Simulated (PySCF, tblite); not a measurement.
# C5H7F2NSi: geometry, infrared bands and NMR shifts

Aim: predict the infrared bands and NMR shifts of C5H7F2NSi (`N#CC[C@@H]([SiH3])/C(F)=C\F`).

Programs: tblite 0.8.0 and PySCF 2.14.0, with density-fitted response routines of our own. Each step states its level of theory. These are calculated values for one molecule in the gas phase, unless marked as measured. Atoms are numbered from 0 throughout.

## (1) Starting geometry

16 atoms, charge 0, multiplicity 1; geometry from: force field or distance geometry start.

Bonds of the start (Å): N0–C1 1.15, C1–C2 1.48, C2–C3 1.52, C3–Si4 1.92, C3–C5 1.51, C5–F6 1.35, C5–C7 1.35, C7–F8 1.34, C2–H9 1.09, C2–H10 1.10, C3–H11 1.10, Si4–H12 1.48, Si4–H13 1.48, Si4–H14 1.48, C7–H15 1.07.

## (2) Geometry optimisation with GFN2-xTB

What the job is given:

```
{"job": {"kind": "relax", "xc": "GFN2-xTB", "basis": "xTB"}, "charge": 0, "multiplicity": 1}
N     -2.473100     2.541700    -0.569900
C     -1.661800     1.774900    -0.834200
C     -0.599900     0.781900    -1.135900
C     -0.007300     0.159200     0.121800
Si    -1.180000    -1.052700     1.039000
C      1.281200    -0.544600    -0.240300
F      1.255900    -1.476000    -1.219900
C      2.475300    -0.264800     0.319200
F      2.619300     0.653400     1.280600
H      0.173000     1.302600    -1.700000
H     -1.020500     0.015600    -1.810400
H      0.205700     0.948500     0.853400
H     -1.618700    -2.114100     0.101800
H     -2.373500    -0.323800     1.508800
H     -0.491300    -1.657700     2.195600
H      3.408300    -0.735200     0.079000
```

On the command line:

```console
$ OMP_NUM_THREADS=1 python probes_run.py task.json out
```

The driver reads the jobs from task.json and runs them one after another.

**Question.** This job is followed by: GFN2-xTB harmonic vibrations, gas phase; GIAO PBE0/pcSseg-1 NMR shielding, non-relativistic, gas phase. What will the session give for the following? strongest single infrared mode (GFN2-xTB); zero-point energy (GFN2-xTB); ¹³C shifts against TMS (PBE0/pcSseg-1); ¹H shifts against TMS (PBE0/pcSseg-1, means over atoms taken as alike); ¹⁵N shifts against NH3 (PBE0/pcSseg-1); ²⁹Si shifts against TMS (PBE0/pcSseg-1); ¹⁹F shifts against CFCl3 (PBE0/pcSseg-1); surface potential, 1st and 99th percentile.

**Answer**, as computed:

| quantity | value |
| --- | --- |
| strongest single infrared mode (GFN2-xTB) | 782 cm⁻¹, 361 km/mol |
| zero-point energy (GFN2-xTB) | 65.0 kcal/mol |
| ¹³C shifts against TMS (PBE0/pcSseg-1) | 166.0, 148.2, 123.3, 23.1, 18.3 ppm |
| ¹H shifts against TMS (PBE0/pcSseg-1, means over atoms taken as alike) | 7.50, 4.19, 2.85, 2.69, 2.64 ppm |
| ¹⁵N shifts against NH3 (PBE0/pcSseg-1) | 305.3 ppm |
| ²⁹Si shifts against TMS (PBE0/pcSseg-1) | -64.5 ppm |
| ¹⁹F shifts against CFCl3 (PBE0/pcSseg-1) | -177.2, -181.6 ppm |
| surface potential, 1st and 99th percentile | -1.66 V and 1.45 V |

The optimisation took 77 steps and gained 0.155 eV; among the close pairs (by a distance rule), C1–C2 changed most, from 1.485 to 1.438 Å. All 42 modes are real, so the xTB geometry is a minimum. The strongest single mode, at 782 cm⁻¹, has its largest shares on H12, H14 and H13 (the list is cut at 3 atoms). Unscaled tight-binding wavenumbers are off by several per cent, some by more. Its intensities can rank the bands wrongly. H15 (hydrogen on an alkene CH) lies farthest downfield among hydrogen, at 7.50 ppm; olefinic region. At PBE0/pcSseg-1: The largest span, 502 ppm, is at N0, where the paramagnetic term is -377 ppm.
